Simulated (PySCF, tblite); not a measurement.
# C6H9NO: geometry, infrared bands and NMR shifts

Wanted: the infrared bands and NMR shifts of C6H9NO (`C#CCCCNC=O`), by calculation.

Computed with tblite 0.8.0 and PySCF 2.14.0, with density-fitted response routines of our own, on a single molecule in the gas phase. Atoms count from 0, in the outputs and in this text.

## Step 1: The molecule as given

17 atoms, charge 0, multiplicity 1; geometry from: force field or distance geometry start.

Bonds of the start (Å): C0–C1 1.21, C1–C2 1.49, C2–C3 1.54, C3–C4 1.51, C4–N5 1.44, N5–C6 1.41, C6–O7 1.28, C0–H8 1.06, C2–H9 1.11, C2–H10 1.09, C3–H11 1.10, C3–H12 1.14, C4–H13 1.11, C4–H14 1.12, N5–H15 1.04, C6–H16 1.08.

## Step 2: Relaxing the molecule with GFN2-xTB

The job: settings as JSON, then the geometry in Å.

```
{"job": {"kind": "relax", "xc": "GFN2-xTB", "basis": "xTB"}, "charge": 0, "multiplicity": 1}
C      2.923100     0.584600    -1.107200
C      2.269200    -0.111700    -0.364500
C      1.498100    -0.968700     0.575000
C      0.217500    -0.178200     0.918500
C     -0.491700     0.042900    -0.393400
N     -1.726100     0.775000    -0.237200
C     -2.800300     0.315000     0.554200
O     -2.723500    -0.795600     1.178400
H      3.494100     1.190700    -1.755900
H      1.159100    -1.884900     0.054600
H      2.015000    -1.146300     1.514100
H      0.489500     0.753500     1.441300
H     -0.409100    -0.861500     1.581400
H     -0.636500    -0.950100    -0.867400
H      0.203500     0.613400    -1.056000
H     -1.811600     1.689800    -0.714000
H     -3.677200     0.944200     0.616600
```

The run is started by

```console
$ OMP_NUM_THREADS=1 python probes_run.py task.json out
```

This one command runs all jobs of the session in turn.

**Question.** This job is followed by: GFN2-xTB harmonic vibrations, gas phase; GIAO PBE0/pcSseg-1 NMR shielding, non-relativistic, gas phase. What will the session give for the following? strongest single infrared mode (GFN2-xTB); zero-point energy (GFN2-xTB); 13C shifts against TMS (PBE0/pcSseg-1); 1H shifts against TMS (PBE0/pcSseg-1, means over atoms taken as alike); 15N shifts against NH3 (PBE0/pcSseg-1); 17O shifts against H2O (PBE0/pcSseg-1); surface potential, 1st and 99th percentile.

As calculated:

| quantity | value |
| --- | --- |
| strongest single infrared mode (GFN2-xTB) | 1772 cm⁻¹, 587 km/mol |
| zero-point energy (GFN2-xTB) | 86.0 kcal/mol |
| 13C shifts against TMS (PBE0/pcSseg-1) | 160.3, 88.7, 76.3, 38.4, 34.4, 18.6 ppm |
| 1H shifts against TMS (PBE0/pcSseg-1, means over atoms taken as alike) | 8.21, 4.48, 3.76, 2.36, 1.55, 1.46 ppm |
| 15N shifts against NH3 (PBE0/pcSseg-1) | 141.5 ppm |
| 17O shifts against H2O (PBE0/pcSseg-1) | 409.3 ppm |
| surface potential, 1st and 99th percentile | -2.01 V and 2.07 V |

In words: Over 119 steps the energy fell by 0.648 eV; of the close pairs, C6–O7 changed most, 1.276 to 1.205 Å. All 45 modes are real, so the xTB geometry is a minimum. The strongest single mode, at 1772 cm⁻¹, moves mainly C6 and O7. GFN2-xTB is a fitted tight-binding method: band positions and strengths are rough. Its intensities can rank the bands wrongly. At PBE0/pcSseg-1: The widest tensor belongs to O7: span 735 ppm, with a paramagnetic part of -475 ppm.
